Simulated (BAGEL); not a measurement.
# HF/6-31G(d) (density fitting with qzvpp-jkfit, spherical functions) run of [CuH4O2]+ ([Cu(H2O)2]+)

What is the energy change on altering one bond length of [CuH4O2]+ ([Cu(H2O)2]+) at HF/6-31G* (density fitting with qzvpp-jkfit, spherical functions)? 

The results are computed with BAGEL 1.2.2.

11 further runs of the same task are left out: 9 that didn't finish, 2 set aside as unsound or not needed.

### 1 The structure to begin with

[CuH4O2]+ has 7 atoms, charge +1, and is taken as a singlet. As SMILES, `[OH2]->[Cu+]<-[OH2]`. Geometry: a GFN2-xTB relaxation, a rough one for these elements and not checked as a minimum. This is one conformer, not always the lowest.

Bond lengths: Cu1–O2 1.917 Å, Cu1–O5 1.917 Å, O2–H3 0.966 Å, O2–H4 0.966 Å, O5–H6 0.966 Å, O5–H7 0.966 Å. Angles: O2–Cu1–O5 179.5°, Cu1–O2–H3 115.6°, Cu1–O2–H4 115.9°, Cu1–O5–H6 115.6°, Cu1–O5–H7 115.9°, H3–O2–H4 108.8°, H6–O5–H7 108.8°.

### 2 The energy at HF/6-31G(d) (density fitting with qzvpp-jkfit, spherical functions)

input.json reads:

```json
{ "bagel": [

{
  "title": "molecule",
  "basis": "6-31gs.json",
  "df_basis": "qzvpp-jkfit",
  "angstrom": true,
  "geometry": [
    { "atom": "Cu", "xyz": [    0.002710,   -0.001390,    0.000160 ] },
    { "atom": "O", "xyz": [    0.009320,    0.001250,    1.916820 ] },
    { "atom": "H", "xyz": [   -0.534190,    0.681520,    2.335310 ] },
    { "atom": "H", "xyz": [    0.879380,   -0.002430,    2.335600 ] },
    { "atom": "O", "xyz": [   -0.018310,    0.002750,   -1.916770 ] },
    { "atom": "H", "xyz": [   -0.892850,   -0.035840,   -2.325130 ] },
    { "atom": "H", "xyz": [    0.553930,   -0.645860,   -2.346000 ] }
  ]
},
{
  "title": "hf",
  "charge": 1
},
{
  "title": "print",
  "file": "orbitals.molden",
  "orbitals": true
}

]}
```

The basis set 6-31G* is read from a file made from the Basis Set Exchange's data (not shown).

Run with:

```sh
$ BAGEL_NUM_THREADS=1 BAGEL input.json > input.out
```

Standard output:

```text
* using 1 threads per process

  ===============================================================
  ===============================================================

  *** Geometry ***

  { "atom" : "Cu", "xyz" : [      0.005121,     -0.002627,      0.000302 ] },
  { "atom" : "O", "xyz" : [      0.017612,      0.002362,      3.622265 ] },
  { "atom" : "H", "xyz" : [     -1.009473,      1.287886,      4.413096 ] },
  { "atom" : "H", "xyz" : [      1.661787,     -0.004592,      4.413644 ] },
  { "atom" : "O", "xyz" : [     -0.034601,      0.005197,     -3.622170 ] },
  { "atom" : "H", "xyz" : [     -1.687242,     -0.067728,     -4.393859 ] },
  { "atom" : "H", "xyz" : [      1.046776,     -1.220499,     -4.433297 ] },

  Number of auxiliary basis functions:      490

  Since a DF basis is specified, we compute 2- and 3-index integrals:
    o Being stored without compression. Storage requirement is 0.019 GB

  Number of basis functions:       70
  Number of electrons      :       49

    * METHOD: MOLECULE                             0.21

  *** RHF ***

  === Nuclear Repulsion ===
   184.0922736133

      * DIIS with orbital gradients will be used.

  === RHF iteration (6-31gs.json) ===
      0      -1790.00184167          0.03923175           0.06
      1      -1789.92217519          0.04526321           0.05
      2      -1790.48942747          0.00529058           0.05
      3      -1790.49912685          0.00148835           0.04
      4      -1790.50064372          0.00041736           0.05
      5      -1790.50098557          0.00020843           0.05
      6      -1790.50106513          0.00008653           0.05
      7      -1790.50107873          0.00002598           0.04
      8      -1790.50107969          0.00000586           0.04
      9      -1790.50107970          0.00000285           0.04
     10      -1790.50107970          0.00000064           0.05
     11      -1790.50107970          0.00000040           0.05
     12      -1790.50107970          0.00000027           0.05
     13      -1790.50107970          0.00000010           0.04
     14      -1790.50107970          0.00000002           0.04
     15      -1790.50107970          0.00000001           0.04
    * SCF iteration converged.

    * Permanent dipole moment:
           (   -0.019897,     0.008765,     0.000121) a.u.

    * METHOD: HF                                   0.90

    * METHOD: PRINT                                0.01

  ===============================================================
```

Wall time 1.3 s (1 thread of Arm Neoverse V2, shared host); peak memory 0.1 GiB.

### 3 The distorted shape, same level

calc.json reads:

```json
{ "bagel": [

{
  "title": "molecule",
  "basis": "6-31gs.json",
  "df_basis": "qzvpp-jkfit",
  "angstrom": true,
  "geometry": [
    { "atom": "Cu", "xyz": [      -0.127757,      -0.000838,      -0.062637 ] },
    { "atom": "O", "xyz": [      -0.121147,       0.001802,       1.854023 ] },
    { "atom": "H", "xyz": [      -0.664657,       0.682072,       2.272513 ] },
    { "atom": "H", "xyz": [       0.879380,      -0.002430,       2.335600 ] },
    { "atom": "O", "xyz": [      -0.148777,       0.003302,      -1.979567 ] },
    { "atom": "H", "xyz": [      -1.023317,      -0.035288,      -2.387927 ] },
    { "atom": "H", "xyz": [       0.423463,      -0.645308,      -2.408797 ] }
  ]
},

{
  "title": "hf",
  "charge": 1
},

{
  "title": "print",
  "file": "orbitals.molden",
  "orbitals": true
}

]}
```

The basis set 6-31G* is read from a file made from the Basis Set Exchange's data (not shown).

Run with:

```sh
$ BAGEL_NUM_THREADS=1 BAGEL calc.json > calc.out
```

Standard output:

```text
* using 1 threads per process

  ===============================================================
  ===============================================================

  *** Geometry ***

  { "atom" : "Cu", "xyz" : [     -0.241426,     -0.001584,     -0.118367 ] },
  { "atom" : "O", "xyz" : [     -0.228935,      0.003405,      3.503596 ] },
  { "atom" : "H", "xyz" : [     -1.256020,      1.288929,      4.294427 ] },
  { "atom" : "H", "xyz" : [      1.661787,     -0.004592,      4.413644 ] },
  { "atom" : "O", "xyz" : [     -0.281148,      0.006240,     -3.740839 ] },
  { "atom" : "H", "xyz" : [     -1.933789,     -0.066685,     -4.512528 ] },
  { "atom" : "H", "xyz" : [      0.800229,     -1.219455,     -4.551967 ] },

  Number of auxiliary basis functions:      490

  Since a DF basis is specified, we compute 2- and 3-index integrals:
    o Being stored without compression. Storage requirement is 0.019 GB

  Number of basis functions:       70
  Number of electrons      :       49

    * METHOD: MOLECULE                             0.21

  *** RHF ***

  === Nuclear Repulsion ===
   183.2210224783

      * DIIS with orbital gradients will be used.

  === RHF iteration (6-31gs.json) ===
      0      -1789.97629148          0.03942820           0.05
      1      -1789.86990687          0.04637827           0.04
      2      -1790.47013382          0.00551403           0.04
      3      -1790.48062805          0.00158910           0.04
      4      -1790.48230644          0.00042965           0.04
      5      -1790.48265467          0.00021585           0.04
      6      -1790.48272304          0.00012435           0.04
      7      -1790.48274357          0.00006057           0.05
      8      -1790.48274923          0.00000956           0.04
      9      -1790.48274932          0.00000651           0.04
     10      -1790.48274935          0.00000192           0.04
     11      -1790.48274935          0.00000066           0.04
     12      -1790.48274935          0.00000039           0.04
     13      -1790.48274936          0.00000023           0.05
     14      -1790.48274936          0.00000009           0.04
     15      -1790.48274936          0.00000002           0.04
     16      -1790.48274936          0.00000001           0.05
     17      -1790.48274936          0.00000001           0.05
    * SCF iteration converged.

    * Permanent dipole moment:
           (   -0.122258,     0.013713,    -0.055923) a.u.

    * METHOD: HF                                   0.96

    * METHOD: PRINT                                0.01

  ===============================================================
```

It took 1.4 s on 1 thread of Arm Neoverse V2, shared host; peak memory 0.1 GiB.

### 4 Results

At HF/6-31G* (density fitting with qzvpp-jkfit, spherical functions):

```
                                                         quantity           value
                                        first shape: total energy  -1790.50108 Eh
                                         first shape: HOMO energy       -15.17 eV
                                         first shape: LUMO energy        -2.30 eV
                                       first shape: HOMO–LUMO gap        12.87 eV
                                    distorted shape: total energy  -1790.48275 Eh
                                     distorted shape: HOMO energy       -15.09 eV
                                     distorted shape: LUMO energy        -2.37 eV
                                   distorted shape: HOMO–LUMO gap        12.72 eV
energy change with the O2–H4 bond stretched from 0.966 to 1.110 Å        0.499 eV
```

**Reading.** With the O2–H4 bond stretched from 0.966 to 1.110 Å the energy rises by 0.50 eV (11.5 kcal/mol). The first shape isn't relaxed at this level, so the change isn't measured from a minimum.
